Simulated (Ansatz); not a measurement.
# ScAl3: the cost of one run

Computed with Ansatz 0.2.0 (DFT LDA, scalar-relativistic, plane waves, PAW, unless a step's input says otherwise).

2 further runs of the same task are left out: 2 set aside as unsound or not needed.

## Step 1: Starting point

It takes space group Pm-3m (No. 221, cubic). The conventional cell has a = 4.034 Å, b = 4.034 Å, c = 4.034 Å, α = 90.00°, β = 90.00°, γ = 90.00°. Sc (site symmetry m-3m) is surrounded by 12 Al at 2.85 Å. Al (site symmetry 4/mmm) is surrounded by 4 Sc at 2.85 Å and 8 Al at 2.85 Å.

As a file:

```xyz
4
Lattice="4.0339 0.0000 0.0000 0.0000 4.0339 0.0000 0.0000 0.0000 4.0339" Properties=species:S:1:pos:R:3 pbc="T T T"
Sc    0.0000    0.0000    0.0000
Al    2.0169    0.0000    2.0169
Al    0.0000    2.0169    2.0169
Al    2.0169    2.0169    0.0000
```

It goes back to an entry of the Materials Project.

This cell was relaxed beforehand with the same method: volume 16.41 Å³/atom, gap on the mesh none (metal).

## Step 2: Relaxing at 7 GPa

What is minimised here is the enthalpy; the energy can go up as the cell is squeezed.

The input, input.yaml:

```yaml
crystal:
  lattice:
    - [4.0338543037, 0.0, 0.0]
    - [0.0, 4.0338543037, 0.0]
    - [0.0, 0.0, 4.0338543037]
  atoms:
    - { symbol: Sc, position: [0.0, 0.0, 0.0] }
    - { symbol: Al, position: [0.5, 0.0, 0.5] }
    - { symbol: Al, position: [0.0, 0.5, 0.5] }
    - { symbol: Al, position: [0.5, 0.5, 0.0] }
basis:
  ecutwfc: 420
kpoints:
  mp_grid: { grid: [10, 10, 10] }
hamiltonian:
  xc: lda
scf:
  occupations: { method: fermi_dirac, width: 0.15 }
output:
  forces: true
  stress: true
  eigenvalues: true
relax:
  adjacent_minimum: "off"
  f_tol: 0.001
  max_steps: 60
  cell: { stress_tol: 0.02, p_target: 7.0 }
```

Run with:

```bash
$ ansatz run input.yaml --threads 1 --pin off --max-ram 3072MiB --backend cpu --events-out ev --progress --plain --runs-dir out
```

**Question.** How long does this run take on 1 thread of Intel Xeon 6975P-C (Granite Rapids), shared host, and how much memory does it need?

About 13 s, with a peak of 0.39 GiB.
